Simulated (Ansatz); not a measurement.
**C₂H₈Sn: basis-set convergence**

One table from this session's results is given with a row withheld; the runs are named, their logs left out.

Computed with Ansatz 0.2.0, Gaussian basis. Level: one geometry, several basis sets.

Levels to be run: PBE0-D4/def2-SVP; ωB97M-V/def2-SVP; PBE0-D4/def2-QZVPP; ωB97M-V/def2-QZVPP; the functionals' def2-TZVPP values are taken from earlier runs.

## The relaxed structure

The geometry comes from an earlier relaxation with PBE0-D4 in a triple-zeta def2 set; it is a stationary point, not always the lowest conformer. Sn takes the def2 core potential; no spin-orbit term is included.

SMILES `[CH3][SnH2][CH3]`, 11 atoms, charge 0, spin multiplicity 1.

Atoms are counted from 1 here; the program's logs count them from 0.

Bond lengths: C1–Sn2 2.142 Å, C1–H4 1.090 Å, C1–H5 1.091 Å, C1–H6 1.091 Å, Sn2–C3 2.142 Å, Sn2–H7 1.714 Å, Sn2–H8 1.714 Å, C3–H9 1.091 Å, C3–H10 1.091 Å, C3–H11 1.090 Å. Angles: Sn2–C1–H4 110.4°, Sn2–C1–H5 110.0°, Sn2–C1–H6 110.0°, H4–C1–H5 108.8°, H4–C1–H6 108.8°, H5–C1–H6 108.8°, C1–Sn2–C3 109.9°, C1–Sn2–H7 109.6°, C1–Sn2–H8 109.6°, C3–Sn2–H7 109.6°, C3–Sn2–H8 109.6°, H7–Sn2–H8 108.4°, Sn2–C3–H9 110.0°, Sn2–C3–H10 110.0°, Sn2–C3–H11 110.4°, H9–C3–H10 108.8°, H9–C3–H11 108.8°, H10–C3–H11 108.8°.

The first run:

Input file in.yaml:

```yaml
crystal:
  periodic: [false, false, false]
  atoms:
    - {symbol: C, position_ang: [-1.307361, 1.130295, -0.468031]}
    - {symbol: Sn, position_ang: [-0.265103, -0.733239, -0.293141]}
    - {symbol: C, position_ang: [1.579921, -0.440384, 0.755557]}
    - {symbol: H, position_ang: [-2.247723, 0.990835, -1.001619]}
    - {symbol: H, position_ang: [-0.696232, 1.849254, -1.014695]}
    - {symbol: H, position_ang: [-1.521658, 1.531966, 0.522907]}
    - {symbol: H, position_ang: [0.054015, -1.363500, -1.855276]}
    - {symbol: H, position_ang: [-1.238298, -1.859970, 0.556979]}
    - {symbol: H, position_ang: [2.205954, 0.271631, 0.216721]}
    - {symbol: H, position_ang: [1.382943, -0.050246, 1.754662]}
    - {symbol: H, position_ang: [2.118842, -1.383641, 0.846537]}
basis:
  gaussian: {orbitals: def2-SVP}
hamiltonian: {xc: pbe0, dispersion: d4}
output: {orbitals: {seedname: orbitals}}
```

Launch:

```bash
> ansatz run in.yaml --threads 4 --pin off --events-out ev --progress --plain --max-ram 10444MiB
```

Steps of the session up to this table: PBE0-D4 in def2-SVP; ωB97M-V in def2-SVP; PBE0-D4 in def2-QZVPP; ωB97M-V in def2-QZVPP.

One of the session's tables, all rows but one given; the rest of the session is left out.

It belongs to the step «Density functionals: the series». 

| functional | basis | HOMO (eV) | LUMO (eV) |
| --- | --- | --- | --- |
| PBE0-D4 | def2-SVP | -8.02 | 1.12 |
| PBE0-D4 | def2-TZVPP | -8.03 | 0.51 |
| PBE0-D4 | def2-QZVPP | ? | ? |
| ωB97M-V | def2-SVP | -10.18 | 2.70 |
| ωB97M-V | def2-TZVPP | -10.21 | 1.70 |
| ωB97M-V | def2-QZVPP | -10.21 | 1.29 |

Q: Estimate the row for PBE0-D4, def2-QZVPP from the others.

The run gave: HOMO (eV): -8.04; LUMO (eV): 0.33. In the column «HOMO (eV)» it lies between ωB97M-V, def2-SVP (-10.18) and PBE0-D4, def2-TZVPP (-8.03).
